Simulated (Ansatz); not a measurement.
# CH₆BGe radical: how energies converge with the basis set

One table from this session's results is given with a row withheld; the runs are named, their logs left out.

Method: one geometry, several basis sets; program: Ansatz 0.2.0, Gaussian basis.

Plan: PBE0-D4/def2-SVP; ωB97M-V/def2-SVP; PBE0-D4/def2-QZVPP; ωB97M-V/def2-QZVPP; the functionals' def2-TZVPP values are taken from earlier runs.

**Structure used throughout**

The geometry comes from an earlier relaxation with PBE0-D4 in a triple-zeta def2 set; it is a stationary point, not always the lowest conformer.

SMILES `C[B][GeH3]`, 9 atoms, charge 0, spin multiplicity 2.

Atoms are counted from 1 here; the program's logs count them from 0.

Bond lengths: C1–B2 1.533 Å, C1–H4 1.093 Å, C1–H5 1.104 Å, C1–H6 1.096 Å, B2–Ge3 2.042 Å, Ge3–H7 1.540 Å, Ge3–H8 1.540 Å, Ge3–H9 1.549 Å. Angles: B2–C1–H4 115.4°, B2–C1–H5 103.7°, B2–C1–H6 114.6°, H4–C1–H5 106.5°, H4–C1–H6 109.8°, H5–C1–H6 105.9°, C1–B2–Ge3 136.6°, B2–Ge3–H7 109.1°, B2–Ge3–H8 108.7°, B2–Ge3–H9 116.4°, H7–Ge3–H8 107.4°, H7–Ge3–H9 107.6°, H8–Ge3–H9 107.4°.

The first run:

Input file in.yaml:

```yaml
crystal:
  periodic: [false, false, false]
  atoms:
    - {symbol: C, position_ang: [-0.798846, 1.107249, -0.998440]}
    - {symbol: B, position_ang: [-0.086784, -0.219613, -0.710980]}
    - {symbol: Ge, position_ang: [0.751333, -1.131077, 0.912287]}
    - {symbol: H, position_ang: [-1.378407, 1.136965, -1.924221]}
    - {symbol: H, position_ang: [0.028914, 1.827010, -1.123002]}
    - {symbol: H, position_ang: [-1.405457, 1.488288, -0.168766]}
    - {symbol: H, position_ang: [2.250161, -1.358140, 0.642992]}
    - {symbol: H, position_ang: [0.100318, -2.515063, 1.091038]}
    - {symbol: H, position_ang: [0.627268, -0.382019, 2.261892]}
basis:
  gaussian: {orbitals: def2-SVP}
magnetization: {spin_polarized: true, initial_magnetization: 1}
hamiltonian: {xc: pbe0, dispersion: d4}
output: {orbitals: {seedname: orbitals}}
```

Launch:

```console
$ ansatz run in.yaml --threads 4 --pin off --events-out ev --progress --plain --max-ram 10444MiB
```

Steps of the session up to this table: PBE0-D4 in def2-SVP; ωB97M-V in def2-SVP; PBE0-D4 in def2-QZVPP; ωB97M-V in def2-QZVPP.

One of the session's tables, all rows but one given; the rest of the session is left out.

It belongs to the step «Density functionals: the series». 

```
functional       basis  HOMO (eV)  LUMO (eV)
   PBE0-D4    def2-SVP      -5.27      -1.90
   PBE0-D4  def2-TZVPP      -5.30      -1.93
   PBE0-D4  def2-QZVPP      -5.30      -1.94
   ωB97M-V    def2-SVP      -7.04       0.20
   ωB97M-V  def2-TZVPP          ?          ?
   ωB97M-V  def2-QZVPP      -7.12       0.06
```

**Question.** Estimate the row for ωB97M-V, def2-TZVPP.

As computed: HOMO (eV): -7.11; LUMO (eV): 0.09. In the column «HOMO (eV)» it lies between ωB97M-V, def2-QZVPP (-7.12) and ωB97M-V, def2-SVP (-7.04).
